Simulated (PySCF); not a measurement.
# GeH8OSi2: the cost of one run

Computed with PySCF 2.14.0, with density-fitted response routines of our own, on a single molecule in the gas phase. Atoms count from 0, in the outputs and in this text.

## (1) The molecule as given

12 atoms, charge 0, multiplicity 1; geometry from: GFN2-xTB. The atoms were then displaced at random by about 0.01 Å, so the start is not that level's minimum.

Bonds of the start (Å): Si0–O1 1.59, O1–Si2 1.60, Si2–Ge3 2.37, Si0–H4 1.46, Si0–H5 1.48, Si0–H6 1.47, Si2–H7 1.46, Si2–H8 1.49, Ge3–H9 1.50, Ge3–H10 1.49, Ge3–H11 1.48.

## (2) Geometry optimisation at PBE0-D3(BJ)/def2-SVP

Job settings and geometry (Å):

```
{"job": {"xc": "PBE0", "basis": "def2-SVP", "d3": "d3bj", "grid": 1, "shake": 0.01, "kind": "geom"}, "charge": 0, "multiplicity": 1}
Si    -2.370190     0.428610     0.252190
O     -0.976440    -0.305920     0.058770
Si     0.415130    -1.068260     0.266350
Ge     2.220750     0.396360    -0.208540
H     -3.309310    -0.509150     0.855340
H     -2.158560     1.617200     1.106130
H     -2.783110     0.824500    -1.105020
H      0.410700    -2.201600    -0.646280
H      0.482960    -1.528080     1.682060
H      2.420540     1.525290     0.763940
H      2.158550     1.086640    -1.527640
H      3.528660    -0.293860    -0.212150
```

Run with:

```sh
> OMP_NUM_THREADS=1 python probes_run.py task.json out
```

One launch serves the whole session: the jobs run in the order shown.

**Question.** How long does this first job take on 1 thread of Arm Neoverse V1, shared host, and how much memory does it need?

About 84 s, with a peak of 0.52 GiB.
